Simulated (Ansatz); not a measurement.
**AlBGeH₆ (SMILES [BH2][GeH2][AlH2]): energies and forces away from the minimum**

One table from this session's results is given with a row withheld; the runs are named, their logs left out.

Method: single points with forces in def2-TZVPP; program: Ansatz 0.2.0, Gaussian basis.

Levels: PBE-D4, r2SCAN-D4, PBE0-D4, wB97M-V, Hartree-Fock, MP2, CCSD, CCSD(T). Each coordinate is moved by a Gaussian draw of the width named (0.7 of it for atoms other than hydrogen): 0.06, 0.04, 0.09, 0.02 Å.

Correlated methods freeze the cores. Filled d shells of the heavier atoms are correlated.

4 further runs of the same task are left out: 1 that didn't finish, 3 set aside as unsound or not needed.

### The starting structure

SMILES `[BH2][GeH2][AlH2]`, 9 atoms, charge 0, spin multiplicity 1.

Atoms are counted from 1 here; the program's logs count them from 0.

Bond lengths: B1–Ge2 1.990 Å, B1–H4 1.167 Å, B1–H5 1.167 Å, Ge2–Al3 2.431 Å, Ge2–H6 1.534 Å, Ge2–H7 1.524 Å, Al3–H8 1.556 Å, Al3–H9 1.554 Å. Angles: Ge2–B1–H4 121.2°, Ge2–B1–H5 120.7°, H4–B1–H5 117.9°, B1–Ge2–Al3 132.1°, B1–Ge2–H6 110.3°, B1–Ge2–H7 111.1°, Al3–Ge2–H6 91.9°, Al3–Ge2–H7 106.9°, H6–Ge2–H7 97.8°, Ge2–Al3–H8 129.0°, Ge2–Al3–H9 117.3°, H8–Al3–H9 113.7°.

Geometry (Å):

```
B    -0.9767    0.8762   -1.5984
Ge    0.4025    0.2550   -0.3055
Al    0.2854   -1.2300    1.6158
H    -1.0879    0.3804   -2.6484
H    -1.7546    1.6906   -1.2937
H     0.8820    1.4245    0.5646
H     1.7231   -0.0344   -1.0082
H     0.0926   -2.7735    1.6501
H     0.4337   -0.5888    3.0236
```

The first run:

Contents of relax/in.yaml:

```yaml
crystal:
  periodic: [false, false, false]
  atoms:
    - {symbol: B, position_ang: [-0.976680, 0.876230, -1.598380]}
    - {symbol: Ge, position_ang: [0.402530, 0.255020, -0.305460]}
    - {symbol: Al, position_ang: [0.285360, -1.229990, 1.615810]}
    - {symbol: H, position_ang: [-1.087920, 0.380390, -2.648440]}
    - {symbol: H, position_ang: [-1.754610, 1.690600, -1.293700]}
    - {symbol: H, position_ang: [0.881960, 1.424480, 0.564650]}
    - {symbol: H, position_ang: [1.723110, -0.034360, -1.008180]}
    - {symbol: H, position_ang: [0.092590, -2.773530, 1.650110]}
    - {symbol: H, position_ang: [0.433660, -0.588830, 3.023590]}
basis:
  gaussian: {orbitals: def2-TZVP}
hamiltonian: {xc: pbe0, dispersion: d4}
relax: {f_tol: 0.005, max_steps: 200}
```

No record of the launch command was kept for these runs.

Among the steps run: Finding the minimum; Reference energies at the minimum; Structure 1, width 0.06 Å; Structure 2, width 0.04 Å; Structure 3, width 0.09 Å; Structure 4, width 0.02 Å.

One of the session's tables, all rows but one given; the rest of the session is left out.

```
   method  RMS force component (eV/Å)  angle to CCSD(T) forces (°)  dipole (D)
   PBE-D4                       0.383                         14.1        0.48
r2SCAN-D4                       0.431                          7.1        0.38
  PBE0-D4                           ?                            ?           ?
  wB97M-V                       0.489                          6.1        0.24
  CCSD(T)                       0.479                    reference        0.24
```

Q: Estimate the row for PBE0-D4 from the others.

As computed: RMS force component (eV/Å): 0.439; angle to CCSD(T) forces (°): 6.0; dipole (D): 0.29. In the column «RMS force component (eV/Å)» it lies between r2SCAN-D4 (0.431) and CCSD(T) (0.479).
